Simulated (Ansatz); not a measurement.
B2P, 3 atoms in the cell. It takes space group R-3m (No. 166, trigonal). The conventional cell has a = 3.030 Å, b = 3.030 Å, c = 11.775 Å, α = 90.00°, β = 90.00°, γ = 120.00°. B (site symmetry 3m) has 1 B at 1.66 Å as nearest neighbours. P (site symmetry -3m) is surrounded by 6 B at 2.08 Å. The cell was built by a generator and needn't be a form met in nature.

| Item | Value |
| --- | --- |
| Program | Ansatz 0.2.0 |
| Task | band structure |
| Functional | PBE |
| Potentials or basis | Ansatz PAW |
| Cutoff | 420 eV (not typed: the program's choice for these potentials) |
| k mesh | 10 × 10 × 10 |
| Occupations | fermi-dirac, width 0.05 eV |
| Spin | no spin polarisation |
| Path | [["G", "L", "B1"], ["B", "Z", "G", "X"], ["Q", "F", "P1", "Z"], ["L", "P"]] |
| Points for each segment of the path | 14 |

Potentials or basis: Ansatz PAW.

The run is started by

```bash
$ ansatz run input.yaml --threads 2 --pin off --max-ram 5632MiB --backend cpu --events-out ev --progress --plain --runs-dir out
```

Hardware: 2 threads of Arm Neoverse V2 (shared host).

Q: Estimate the wall time of this run.

A: Run time: 2.1 s on 2 threads of Arm Neoverse V2, with other jobs on the host, peak memory 0.31 GiB. Counts: scf iterations 7, plane waves 625, k points 116, bands 13.
